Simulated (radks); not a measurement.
# The first electron to leave Co¹⁰⁺

Co¹⁰⁺ stands in [Ne] 3s2 3p(1/2: 2, 3/2: 3). From which sub-shell is an electron easiest to take? Each removal is a run of its own. The parent's configuration is the lowest that an earlier search found at this level.

Program: radks (a radial shooting solver on a logarithmic mesh, Libxc functionals) version 1. Level of theory: Dirac Kohn-Sham, PBE, spin-unpolarised, spherical densities, finite nucleus. These are calculated values, not measurements, unless marked.

5 further runs of the same task are left out: 5 set aside as unsound or not needed.

### 1 The atom as given

| Property | Result |
| --- | --- |
| element | cobalt (Z = 27) |
| charge | +10 |
| electrons | 17 |
| configuration | [Ne] 3s2 3p(1/2: 2, 3/2: 3) |
| nuclear rms radius | 3.7875 fm |

In the logs a row gives level, spin channel, occupation and eigenvalue; Etot, Ekin, Encl (electron-nucleus), Eh (Hartree) and Exc are energies, all in hartree; err is the last residual, it the number of iterations.

A shell typed twice in an input gives the lower j, then the higher j.

### 2 The parent, Co¹⁰⁺

The parent was computed earlier with the same settings: E = -1354.931799 hartree. Its outer levels (eV):

| level | occupation | energy (eV) |
| --- | --- | --- |
| 1s1/2 | 2 | -7855.8 |
| 2s1/2 | 2 | -1165.3 |
| 2p1/2 | 2 | -1046.7 |
| 2p3/2 | 4 | -1031.8 |
| 3s1/2 | 2 | -330.71 |
| 3p1/2 | 2 | -293.69 |
| 3p3/2 | 3 | -291.12 |

### 3 Remove 3p3/2: [Ne] 3s2 3p(1/2: 2, 3/2: 2)

Settings of this run:

```text
Z 27
configuration [Ne] 3s2 3p2 3p2
relativity Dirac
functional pbe,pbe
spin unpolarised
j_filling energy
nucleus finite rms 3.7875 fm
c 137.035999084
```

What it wrote:

```text
1s1/2   1   2.0000        -290.34415248
2s1/2   1   2.0000         -44.31804854
2p1/2   1   2.0000         -39.98182748
2p3/2   1   4.0000         -39.43289538
3s1/2   1   2.0000         -13.32331138
3p1/2   1   2.0000         -11.96461687
3p3/2   1   2.0000         -11.86586800
Etot -1343.6521785759408
Ekin 1365.2186918477114
Encl -3035.97372650307
Eh 377.05251781231493
Exc -49.949661732897184
err 2.7372626163421955e-09
it 13
```

E − E(parent) = 306.93 eV.

### 4 Remove 3p1/2: [Ne] 3s2 3p(1/2: 1, 3/2: 3)

Changes since step 3:

```diff
@@ -1,3 +1,3 @@
 Z 27
-configuration [Ne] 3s2 3p2 3p2
+configuration [Ne] 3s2 3p1 3p3
 relativity Dirac
```

What it wrote:

```text
1s1/2   1   2.0000        -290.35997429
2s1/2   1   2.0000         -44.32780982
2p1/2   1   2.0000         -39.99191645
2p3/2   1   4.0000         -39.44293043
3s1/2   1   2.0000         -13.32772400
3p1/2   1   1.0000         -11.96906669
3p3/2   1   3.0000         -11.87027277
Etot -1343.5534071734699
Ekin 1364.9180869270335
Encl -3035.4427680485574
Eh 376.91117850167757
Exc -49.93990455362359
err 2.7386756813440855e-09
it 13
```

E − E(parent) = 309.62 eV.

### 5 Remove 3s1/2: [Ne] 3s1 3p(1/2: 2, 3/2: 3)

Changes since step 4:

```diff
@@ -1,3 +1,3 @@
 Z 27
-configuration [Ne] 3s2 3p1 3p3
+configuration [Ne] 3s1 3p2 3p3
 relativity Dirac
```

What it wrote:

```text
1s1/2   1   2.0000        -290.31719297
2s1/2   1   2.0000         -44.31006719
2p1/2   1   2.0000         -39.96788602
2p3/2   1   4.0000         -39.41935491
3s1/2   1   1.0000         -13.32460350
3p1/2   1   2.0000         -11.96569592
3p3/2   1   3.0000         -11.86693915
Etot -1342.194624952624
Ekin 1363.5068394849945
Encl -3032.9836398455245
Eh 377.19099527546894
Exc -49.90881986756322
err 2.8250405682634892e-09
it 13
```

E − E(parent) = 346.60 eV.

### 6 Remove 2p3/2: [He] 2s2 2p(1/2: 2, 3/2: 3) 3s2 3p(1/2: 2, 3/2: 3)

Changes since step 5:

```diff
@@ -1,3 +1,3 @@
 Z 27
-configuration [Ne] 3s1 3p2 3p3
+configuration [He] 2s2 2p2 2p3 3s2 3p2 3p3
 relativity Dirac
```

What it wrote:

```text
1s1/2   1   2.0000        -293.11654114
2s1/2   1   2.0000         -45.87395719
2p1/2   1   2.0000         -41.76555849
2p3/2   1   3.0000         -41.19767130
3s1/2   1   2.0000         -13.66397878
3p1/2   1   2.0000         -12.32819181
3p3/2   1   3.0000         -12.22371935
Etot -1315.3827412755436
Ekin 1337.103072079764
Encl -2960.221902643792
Eh 355.72033314759153
Exc -47.98424385910732
err 3.379863402147907e-09
it 13
```

E − E(parent) = 1076.2 eV.

### 7 What came out

| case | final configuration | Δ-SCF (eV) | −ε of the level emptied (eV) |
| --- | --- | --- | --- |
| remove 3p3/2 | [Ne] 3s2 3p(1/2: 2, 3/2: 2) | 306.93 | 291.12 |
| remove 3p1/2 | [Ne] 3s2 3p(1/2: 1, 3/2: 3) | 309.62 | 293.69 |
| remove 3s1/2 | [Ne] 3s1 3p(1/2: 2, 3/2: 3) | 346.60 | 330.71 |
| remove 2p3/2 | [He] 2s2 2p(1/2: 2, 3/2: 3) 3s2 3p(1/2: 2, 3/2: 3) | 1076.2 | 1031.8 |

**Reading.** Removal from 3p3/2 costs least (306.93 eV), ahead of 3p1/2 (309.62 eV). 3p3/2 is also the highest occupied level of the parent. NIST lists 305.3 eV (semi-empirical), between the same two configurations. Spin polarisation and multiplet splitting are left out, so open shells lie too high by an amount that depends on their filling.
